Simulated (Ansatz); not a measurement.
# CH6SSi2Te: the cost of one run

All numbers below are computed with Ansatz 0.2.0 (RKS BHLYP-D4/def2-SVP).

### Step 1. The structure to begin with

Bond lengths: Si1–Si2 2.166 Å, Si2–Te3 2.464 Å, Si2–C4 1.854 Å, C4–S5 1.496 Å, Si1–H6 1.512 Å, Si1–H7 1.497 Å, Si1–H8 1.442 Å, Si2–H9 1.497 Å, Te3–H10 1.697 Å, C4–H11 0.999 Å. Angles (14 of 16 angles, heavy atoms first): Si1–Si2–Te3 108.6°, Si1–Si2–C4 111.5°, Te3–Si2–C4 107.1°, Si2–C4–S5 116.8°, Si1–Si2–H9 109.5°, Te3–Si2–H9 108.5°, C4–Si2–H9 111.5°, Si2–Si1–H6 111.7°, Si2–Si1–H7 110.6°, Si2–Si1–H8 111.8°, Si2–Te3–H10 91.3°, Si2–C4–H11 123.1°, S5–C4–H11 120.1°, H6–Si1–H7 106.1°.

As a file:

```xyz
11

Si   -1.4310    0.7747    0.1216
Si    0.3440   -0.3493    0.6503
Te    2.2235    1.2232    0.9053
C     0.8131   -1.5463   -0.6862
S    -0.1707   -2.6297   -0.9968
H    -1.7776    1.7997    1.1776
H    -1.2116    1.5409   -1.1459
H    -2.5743   -0.0848   -0.0643
H     0.1250   -1.0441    1.9583
H     2.0566    1.7424   -0.7012
H     1.6684   -1.4837   -1.1979
```

### Step 2. End point A

Input file input.yaml:

```yaml
crystal:
  periodic: [false, false, false]
  atoms:
    - { symbol: Si, position_ang: [-1.431, 0.7747, 0.1216] }
    - { symbol: Si, position_ang: [0.344, -0.3493, 0.6503] }
    - { symbol: Te, position_ang: [2.2235, 1.2232, 0.9053] }
    - { symbol: C, position_ang: [0.8131, -1.5463, -0.6862] }
    - { symbol: S, position_ang: [-0.1707, -2.6297, -0.9968] }
    - { symbol: H, position_ang: [-1.7776, 1.7997, 1.1776] }
    - { symbol: H, position_ang: [-1.2116, 1.5409, -1.1459] }
    - { symbol: H, position_ang: [-2.5743, -0.0848, -0.0643] }
    - { symbol: H, position_ang: [0.125, -1.0441, 1.9583] }
    - { symbol: H, position_ang: [2.0566, 1.7424, -0.7012] }
    - { symbol: H, position_ang: [1.6684, -1.4837, -1.1979] }
basis:
  gaussian: { orbitals: def2-SVP }
hamiltonian:
  xc: { name: BHLYP }
  dispersion: d4
relax:
  f_tol: 0.015
  max_steps: 40
```

The run is started by

```bash
$ ansatz run input.yaml --threads 2 --pin off --max-ram 3072MiB --backend cpu --events-out ev --progress --plain --runs-dir out
```

What time and memory should one allow on 2 threads of Arm Neoverse V1, shared host?

About 2.3 min, with a peak of 0.34 GiB.
